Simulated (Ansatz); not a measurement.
# Ga3H+ (doublet): the correlation ladder, cc-pVTZ

The task here is to estimate one member of a computed series from the others.

The runs use Ansatz 0.2.0, Gaussian basis; cc-pVTZ, core rule «outside noble gas», up to 42 orbitals frozen.

To be run: UHF; CCSD(T) on ROHF; CCSD(T) on UHF; BCCD(T) on ROHF; CCSDT(Q) on ROHF; CCSDT(Q) on UHF.

5 further runs of the same task are left out: 1 that didn't finish, 4 set aside as unsound or not needed. Runs told in other sessions of the task aren't counted.

## What is computed

The geometry is a PBE0/def2-TZVP stationary point (not a proven minimum) of the parent state, kept for this charge and spin. No spin-orbit coupling is included. The filled d shell of Ga may be among the frozen orbitals whatever the setting's name suggests.

4 atoms, charge 1, spin multiplicity 2.

Atoms are counted from 1 here; the program's logs count them from 0.

Bond lengths: Ga2–Ga3 2.477 Å, Ga3–H4 1.603 Å. Angles: Ga2–Ga3–H4 178.3°.

As a file:

```csv
atom,x (Å),y (Å),z (Å)
Ga1,0.0000,-0.5545,1.8607
Ga2,0.0000,1.3323,-0.2397
Ga3,0.0000,-0.7478,-1.5850
H4,0.0000,-2.0676,-2.4951
```

The first run:

The input, in.yaml:

```yaml
crystal:
  periodic: [false, false, false]
  atoms:
    - {symbol: Ga, position_ang: [0.000000, -0.554546, 1.860735]}
    - {symbol: Ga, position_ang: [0.000000, 1.332276, -0.239685]}
    - {symbol: Ga, position_ang: [0.000000, -0.747840, -1.584981]}
    - {symbol: H, position_ang: [0.000000, -2.067633, -2.495079]}
basis:
  gaussian: {orbitals: cc-pVTZ}
total_charge: 1
magnetization: {spin_polarized: true, initial_magnetization: 1}
hamiltonian: {xc: hf}
output: {orbitals: {seedname: orbitals}}
```

The run is started by

```sh
$ ansatz run in.yaml --threads 1 --pin off --events-out ev --progress --plain --max-ram 2816MiB --backend cpu
```

Among the steps run: UHF; CCSD(T) on ROHF; CCSD(T) on UHF; BCCD(T) on ROHF; CCSDT(Q) on ROHF; CCSDT(Q) on UHF.

One table of the session follows, with a row left open; its other results are not shown here.

It belongs to the step «Misses and costs». 

| method | from UCCSDT(Q) (meV) |
| --- | --- |
| ROHF | +5336.2 |
| UHF | +5168.7 |
| RMP2 | ? |
| UMP2 | +1251.5 |
| RCCSD | +278.7 |
| UCCSD | +268.2 |
| RCCSD(T) | +59.5 |
| UCCSD(T) | +57.4 |
| BCCD(T) | +59.6 |
| RCCSDT | +18.9 |
| UCCSDT | +14.6 |
| RCCSDT(Q) | +4.2 |
| UCCSDT(Q) | 0 |

Estimate the missing values for RMP2.

The run gave: from UCCSDT(Q) (meV): +1210.9. In the column «from UCCSDT(Q) (meV)» it lies between RCCSD (+278.7) and UMP2 (+1251.5).

Caveats from the session: Restricted and unrestricted rows rest on different reference determinants; a gap between their highest levels can come from leftover correlation error, from unlike frozen cores or from another state.
